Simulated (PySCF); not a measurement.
**As2: from the state search to spectroscopic constants**

One table from this session's results is given with a row withheld; the runs are named, their logs left out.

Computed with PySCF 2.14.0. Level: As def2-TZVPPD, no relativity.

Set-up of the first run:

The job is set up so:

```
atoms                         : As, As
charge                        : 0
basis                         : As def2-TZVPPD
Hamiltonian                   : no relativity
basis functions               : 108
electrons treated             : 66
masses in u                   : 74.9216, 74.9216
levels                        : PBE0, PBE, r²SCAN, TPSS, r²SCANh, B3LYP, PBEsol, BHandHLYP, CAM-B3LYP, HF, MP2, SCS-MP2, CCSD, CCSD(T)
grid                          : 80 radial by 434 angular points
occupations                   : held fixed by the projection of orbital angular momentum
dissociation limit            : As + As, each in its ground configuration
starting distance in angstrom : 2.350
values of 2S to try           : 0, 2, 4
```

Run with:

```
OMP_NUM_THREADS=2 python dia.py task.json out
```

Among the steps run: The job; PBE0 along the bond; Excited determinants; PBE; r²SCAN (meta-GGA); TPSS; r²SCANh; B3LYP (global hybrid GGA); PBEsol (GGA); BHandHLYP; CAM-B3LYP (range-separated hybrid); RHF (mean field); MP2 and coupled cluster.

One table of the session follows, with a row left open; its other results are not shown here.

Energy (eV) from each level's lowest point:

```
R (Å)    RHF  RHF-MP2  RHF-SCS-MP2  RHF-CCSD  RHF-CCSD(T)
1.797  1.783    2.191        2.203       n/a          n/a
1.881  0.720    1.053        1.056     0.946        1.040
1.965  0.166    0.393        0.392     0.314        0.374
2.027      ?        ?            ?         ?            ?
2.090  0.000    0.009        0.007     0.000        0.000
2.153  0.125    0.000        0.000     0.040        0.006
2.236  0.441    0.108        0.114     0.229        0.147
2.341  0.998    0.363        0.381     0.614        0.465
2.466  1.811    0.747        0.785     1.198        0.959
2.633  3.000    1.252        1.329       n/a          n/a
```

Estimate the missing values for R (Å) = 2.027.

Worked estimate for «RHF». A straight line through the neighbours (1.965, 0.166) and (2.090, 0.000) gives 0.166 + (0.000 − 0.166) × (2.027 − 1.965) / (2.090 − 1.965) = 0.084; a parabola fitted to 4 rows on both sides gives -0.005.

As computed: RHF: 0.002; RHF-MP2: 0.128; RHF-SCS-MP2: 0.126; RHF-CCSD: 0.080; RHF-CCSD(T): 0.111. In «RHF» the line misses by +0.082 and the parabola by -0.007.

Limits of these values: Lowest PBE0 solution found, without spin–orbit coupling: ¹Σg⁺ (singlet), closed shell. Warnings in the runs' records: inverted.
